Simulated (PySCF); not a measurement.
# CH3ClF2Si: the cost of one run

Computed with PySCF 2.14.0; each step states its level. No surroundings beyond the atoms listed, unless a continuum is named. Atoms count from 0, parts from 1.

### Step 1. The system as given

Each species was relaxed by itself at PBE0-D3(BJ)/def2-SVPD.

### Step 2. Energies of the species: wB97M-D3(BJ)/def2-TZVPD

What the job is given:

```
{"job": {"kind": "react", "xc": "wB97M-D3(BJ)", "basis": "def2-TZVPD"}, "charge": 0, "multiplicity": 1}
-1 ClH3Si charge 0 multiplicity 1
Si    -0.047310    -0.037280     0.131210
Cl     0.089350     1.435650    -1.334930
H      1.220740    -0.029620     0.907370
H     -1.205970     0.288220     1.004300
H     -0.246050    -1.344710    -0.548310

-1 CF2 charge 0 multiplicity 1
F     -0.925080     0.516130    -0.017690
C      0.363330     0.381920    -0.008260
F      0.561510    -0.898160     0.025960

+1 CH3ClF2Si charge 0 multiplicity 1
F      1.037490    -0.593650    -1.233850
C      0.979770    -0.146460     0.056720
F      1.359450    -1.173460     0.864430
Si    -0.831960     0.378240     0.441630
Cl    -0.802980     1.405040     2.241510
H      1.725770     0.658230     0.166880
H     -1.674960    -0.835280     0.578000
H     -1.304130     1.297480    -0.624760
```

Level: wB97M-D3(BJ)/def2-TZVPD reaction energy of separated species, gas phase.

The run is started by

```bash
$ OMP_NUM_THREADS=1 python cluster_run.py task.json out
```

This one command runs all jobs of the session in turn.

**Question.** How long does this first job take on 1 thread of Arm Neoverse V2, shared host, and how much memory does it need?

About 25 s, with a peak of 0.77 GiB.
